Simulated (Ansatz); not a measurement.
Task: a small convex hull of the Zn-Pt system, with Ansatz's Python interface. Give the script and its output. Use (first run): PBEsol, PAW, cutoff 550 eV, 7×7×6 k-points, cold smearing of 0.05 eV.

The script, `hull.py`:
```python
"""Stability of Zn-Pt compounds against each other, after relaxing cells and atoms."""

from collections import Counter
import warnings

import ansatz
import numpy as np

PHASES = {
    "ZnPt P4/mmm": (
        [(2.864, 0.0, 0.0), (0.0, 2.864, 0.0), (0.0, 0.0, 3.51)],
        [
            ("Zn", (0.5, 0.5, 0.5)),
            ("Pt", (0.0, 0.0, 0.0)),
        ],
    ),
    "ZnPt3 Pm-3m": (
        [(3.893, 0.0, 0.0), (0.0, 3.893, 0.0), (0.0, 0.0, 3.893)],
        [
            ("Zn", (0.0, 0.0, 0.0)),
            ("Pt", (0.0, 0.5, 0.5)),
            ("Pt", (0.5, 0.0, 0.5)),
            ("Pt", (0.5, 0.5, 0.0)),
        ],
    ),
    "Zn": (
        [(2.67, 0.0, 0.0), (-1.335, 2.312288, 0.0), (0.0, 0.0, 4.966)],
        [
            ("Zn", (1 / 3, 2 / 3, 0.25)),
            ("Zn", (2 / 3, 1 / 3, 0.75)),
        ],
    ),
    "Pt": (
        [(0.0, 1.9609, 1.9609), (1.9609, 0.0, 1.9609), (1.9609, 1.9609, 0.0)],
        [
            ("Pt", (0.0, 0.0, 0.0)),
        ],
    ),
}


def build(vectors, sites):
    crystal = ansatz.Crystal(lattice=ansatz.Lattice.of(vectors))
    for symbol, position in sites:
        crystal = crystal.atom(symbol, position)
    return crystal


def solve(name, crystal):
    calc = crystal.calculation()
    calc = calc.functional("pbesol").basis(550)
    calc = calc.kpoints(spacing=0.33).occupations("cold", width=0.05)
    calc = calc.relax(force_tolerance=0.02, cell=True)
    return calc.run(threads=1)


def counts(outcome):
    return Counter(site.symbol for site in outcome.lattice.sites)

def formation_energy(outcome, mu):
    n = counts(outcome)
    return (outcome.report["energy_sigma0_ev"] - sum(k * mu[element] for element, k in n.items())) / sum(n.values())

warnings.simplefilter("ignore", ansatz.DeckWarning)

phases = {name: build(*cell) for name, cell in PHASES.items()}

done = {name: solve(name, crystal) for name, crystal in phases.items()}

# chemical potentials of the elements at zero temperature
references = {"Zn": "Zn", "Pt": "Pt"}
mu = {element: done[name].report["energy_sigma0_ev"] / len(done[name].lattice.sites) for element, name in references.items()}
points = sorted((counts(o)["Pt"] / len(o.lattice.sites), formation_energy(o, mu), name) for name, o in done.items())

# lower hull by a monotone chain
hull = []
for x, e, _ in points:
    while len(hull) > 1 and (hull[-1][0] - hull[-2][0]) * (e - hull[-2][1]) - (hull[-1][1] - hull[-2][1]) * (x - hull[-2][0]) <= 0:
        hull.pop()
    hull.append((x, e))
rows = [(name, x, e, e - np.interp(x, *zip(*hull))) for x, e, name in points]
print("     phase       x(Pt)  E_form (eV/atom)  above hull (eV/atom)")
for row in rows:
    print(f"{str(row[0]):>10}  {row[1]:10.3f}  {row[2]:16.4f}  {row[3]:20.4f}")
print("on the hull of these phases:", ", ".join(row[0] for row in rows if row[3] < 1e-6))
```

`python hull.py` gives:
```text
     phase       x(Pt)  E_form (eV/atom)  above hull (eV/atom)
        Zn       0.000            0.0000                0.0000
ZnPt P4/mmm       0.500           -0.5571                0.0000
ZnPt3 Pm-3m       0.750           -0.2893                0.0000
        Pt       1.000            0.0000                0.0000
on the hull of these phases: Zn, ZnPt P4/mmm, ZnPt3 Pm-3m, Pt
```

Notes:
- No spin polarisation was allowed.
- For the metals among these phases the mesh is modest: differences between phases can be off by up to 40 meV an atom.
- Spin-orbit coupling, which matters for elements this heavy, is left out.
- The cells come from databases of deposited and of computed structures, and not all need be stable phases.
- Differences under about 40 meV an atom lie within the error of mesh and functional, so such verdicts may flip; only the cells listed enter the hull.
- It ran for 35 s on 1 thread of Arm Neoverse V1, with other jobs on the host, peak memory 0.44 GiB.

(Lines on the test bed's own set-up are left out of the output.)
